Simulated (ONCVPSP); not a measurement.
# An ONCV potential for arsenic, from input to tests

Do these settings give a usable potential? It is generated, then checked for transferability, scattering, ghosts and hardness.

The numbers are computed with ONCVPSP 4.0.1.1 (patched build) (PBE, scalar-relativistic, spin-unpolarised reference atom).

## (1) Settings

Typed settings, in words:

```
element                 : arsenic (As, Z = 33)
type                    : optimised norm-conserving Vanderbilt (ONCV)
frozen core             : [Ar]
valence charge          : 15
reference configuration : 3d10 4s2 4p3
partial waves           : 4s: rc 1.40 bohr, ncon 4, nbas 8, qcut 4.1 1/bohr, 2 projectors, debl 2.2 Ha; 4p: rc 2.05 bohr, ncon 4, nbas 8, qcut 3.4 1/bohr, 2 projectors, debl 3.6 Ha; 3d: rc 0.95 bohr, ncon 4, nbas 8, qcut 18.4 1/bohr, 2 projectors, debl 3.5 Ha
local potential         : polynomial inside 0.60 bohr (lpopt 5, dvloc0 4 Ha)
core correction         : Teter function, fcfact 4, rcfact 1.65
```

The nodes and maxima of the atom's own shells, from an earlier all-electron run, set the scale for the radii.

All-electron outer shells of the reference configuration (PBE, scalar-relativistic, ld1.x):

```tsv
shell	level (eV)	outermost node (bohr)	outermost maximum (bohr)
3s	-190.31	0.25	0.52
3p	-133.68	0.22	0.52
3d	-40.65	–	0.47
4s	-14.49	0.73	1.61
4p	-5.19	0.78	2.00
```

## (2) Generating the potential

Input file As.dat:

```
# ATOM AND REFERENCE CONFIGURATION
# atsym  z   nc   nv     iexc    psfile
  As 33.00    5    3        4      upf
#
#   n    l    f
    1    0    2.00
    2    0    2.00
    2    1    6.00
    3    0    2.00
    3    1    6.00
    3    2   10.00
    4    0    2.00
    4    1    3.00
#
# PSEUDOPOTENTIAL AND OPTIMIZATION
# lmax
    2
#
#   l,   rc,      ep,       ncon, nbas, qcut
    0    1.40    0.00    4    8    4.10
    1    2.05    0.00    4    8    3.40
    2    0.95    0.00    4    8   18.40
#
# LOCAL POTENTIAL
# lloc, lpopt,  rc(5),   dvloc0
    4    5    0.60    4.00
#
# VANDERBILT-KLEINMAN-BYLANDER PROJECTORs
# l, nproj, debl
    0    2    2.20
    1    2    3.60
    2    2    3.50
#
# MODEL CORE CHARGE
# icmod, fcfact, rcfact
    3    4.00    1.65
#
# LOG DERIVATIVE ANALYSIS
# epsh1, epsh2, depsh
   -3.00    5.00    0.02
#
# OUTPUT GRID
# rlmax, drl
    6.00    0.01
#
# TEST CONFIGURATIONS
# ncnf
    4
# nvcnf
#   n    l    f
    3
    3    2   10.00
    4    0    2.00
    4    1    2.00
#
    3
    3    2   10.00
    4    0    2.00
    4    1    1.00
#
    3
    3    2   10.00
    4    0    2.00
    4    1    0.00
#
    3
    3    2    9.00
    4    0    2.00
    4    1    4.00
#
```

Run with:

```
$ oncvpsp.x < As.dat > As.out
```

What does the calculation give? Wanted: cutoffs for 1 and 0.1 mHa per electron, occupied waves; bound ghosts; GHOST(+) flags; largest test error; largest phase difference near zero energy, channels read; rms error of d²Exc/dn², without and with the model core.

The runs gave:

| quantity | value |
| --- | --- |
| cutoffs for 1 and 0.1 mHa per electron, occupied waves | 126 Ha and 141 Ha |
| bound ghosts | s at -215.35 eV |
| GHOST(+) flags | p at 39 eV |
| largest test error (AE − PS) | -430 meV, for 3d9 4s2 4p4 |
| largest phase difference near zero energy, channels read | 0.001 rad |
| rms error of d²Exc/dn², without and with the model core | 7.07 and 2.60 mHa |

What this shows: A bound ghost (s) makes it unfit for use: electrons can fall into a state that the atom doesn't have. The worst unpolarised test, 3d9 4s2 4p4, is off by 430 meV on 40.1 eV; by total energies transferability rates as poor. By its cutoff, 126 Ha for the looser tolerance, it is very hard. At the looser tolerance the 3d wave is the slowest; 4s needs 10 Ha. Near zero energy the phases of the channels with partial waves agree within 0.001 rad. The program also flags highly localised states, GHOST(+) (p). These are tests on the free atom; a crystal test is still owed.
